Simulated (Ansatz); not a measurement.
# BH₃OSSi: how energies converge with the basis set

The task here is to estimate one member of a computed series from the others.

Method: one geometry, several basis sets; program: Ansatz 0.2.0, Gaussian basis.

Plan: PBE0-D4/def2-SVP; ωB97M-V/def2-SVP; PBE0-D4/def2-QZVPP; ωB97M-V/def2-QZVPP; the functionals' def2-TZVPP values are taken from earlier runs.

### The geometry

The geometry comes from an earlier relaxation with PBE0-D4 in a triple-zeta def2 set; it is a stationary point, not always the lowest conformer.

SMILES `S[SiH]1BO1`, 7 atoms, charge 0, spin multiplicity 1.

Atoms are counted from 1 here; the program's logs count them from 0.

Bond lengths: S1–Si2 2.115 Å, S1–H5 1.344 Å, Si2–B3 1.894 Å, Si2–O4 1.749 Å, Si2–H6 1.478 Å, B3–O4 1.342 Å, B3–H7 1.189 Å. Angles: Si2–S1–H5 95.1°, S1–Si2–B3 123.8°, S1–Si2–O4 115.8°, S1–Si2–H6 109.9°, B3–Si2–O4 43.0°, B3–Si2–H6 125.9°, O4–Si2–H6 109.5°, Si2–B3–O4 62.7°, Si2–B3–H7 165.6°, O4–B3–H7 131.7°, Si2–O4–B3 74.2°.

Set-up of the first run:

Contents of in.yaml:

```yaml
crystal:
  periodic: [false, false, false]
  atoms:
    - {symbol: S, position_ang: [-2.056464, -0.135160, 0.421752]}
    - {symbol: Si, position_ang: [-0.010890, 0.369977, 0.242789]}
    - {symbol: B, position_ang: [1.385416, -0.905212, 0.139096]}
    - {symbol: O, position_ang: [0.870759, -0.461173, -1.018552]}
    - {symbol: H, position_ang: [-2.503764, 0.929448, -0.266767]}
    - {symbol: H, position_ang: [0.133570, 1.830485, 0.064435]}
    - {symbol: H, position_ang: [2.242574, -1.696364, 0.371546]}
basis:
  gaussian: {orbitals: def2-SVP}
hamiltonian: {xc: pbe0, dispersion: d4}
output: {orbitals: {seedname: orbitals}}
```

Started as:

```sh
$ ansatz run in.yaml --threads 2 --pin off --events-out ev --progress --plain --max-ram 4352MiB
```

Among the steps run: PBE0-D4 in def2-SVP; ωB97M-V in def2-SVP; PBE0-D4 in def2-QZVPP; ωB97M-V in def2-QZVPP.

One table of the session follows, with a row left open; its other results are not shown here.

It belongs to the step «Density functionals: the series». 

| functional | basis | HOMO (eV) |
| --- | --- | --- |
| PBE0-D4 | def2-SVP | -7.09 |
| PBE0-D4 | def2-TZVPP | -7.12 |
| PBE0-D4 | def2-QZVPP | -7.14 |
| ωB97M-V | def2-SVP | -9.17 |
| ωB97M-V | def2-TZVPP | ? |
| ωB97M-V | def2-QZVPP | -9.25 |

Estimate the missing values for ωB97M-V, def2-TZVPP.

The run gave: HOMO (eV): -9.23. In the column «HOMO (eV)» it lies between ωB97M-V, def2-QZVPP (-9.25) and ωB97M-V, def2-SVP (-9.17).
